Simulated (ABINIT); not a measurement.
Runs of ABINIT 10.8.3 (patched build) on GaGe. The structure is cubic, space group F-43m (No. 216). Conventional cell: a = 5.796 Å, b = 5.796 Å, c = 5.796 Å, α = 90.00°, β = 90.00°, γ = 90.00°. Ge (site symmetry -43m) has 4 Ga at 2.51 Å as nearest neighbours. Around Ga (site symmetry -43m) lie 4 Ge at 2.51 Å. The cell comes from a database or a generator and needn't be the stable form of this composition.

```tsv
task	level	potentials or basis	cell	gap on the mesh (eV)	pressure (GPa)	V0 of scaled cells (Å³/atom)	B0 (GPa)
equation of state	PBEsol	JTH PAW PBE v2.0	as given	-	-	23.25	(a)
single point	PBE	JTH PAW PBE v2.0	atoms moved at random, drawn with an rms of 0.05 Å	none	0.0	-	-
equation of state	PBE	JTH PAW PBE v2.0	as given	-	-	24.49	48
single point	PBE	JTH PAW PBE v2.0	as given	none	0.0	-	-
```

Alike in all rows: no spin polarisation; k mesh 8 × 8 × 8; cutoff (eV) 599; smearing fermi-dirac 0.05 eV.

Q: Estimate the missing entries.

A: (a) 57.

Caveats: pressures at fixed basis lie under the slope of the energies (some runs); the PAW data sets were made with another functional, which shifts forces and pressure a little (some runs).

A k mesh can miss the band edges, and the runs leave out spin-orbit coupling on Ga, Ge.

A gap of «none» marks a metal or a gap under the smearing width.
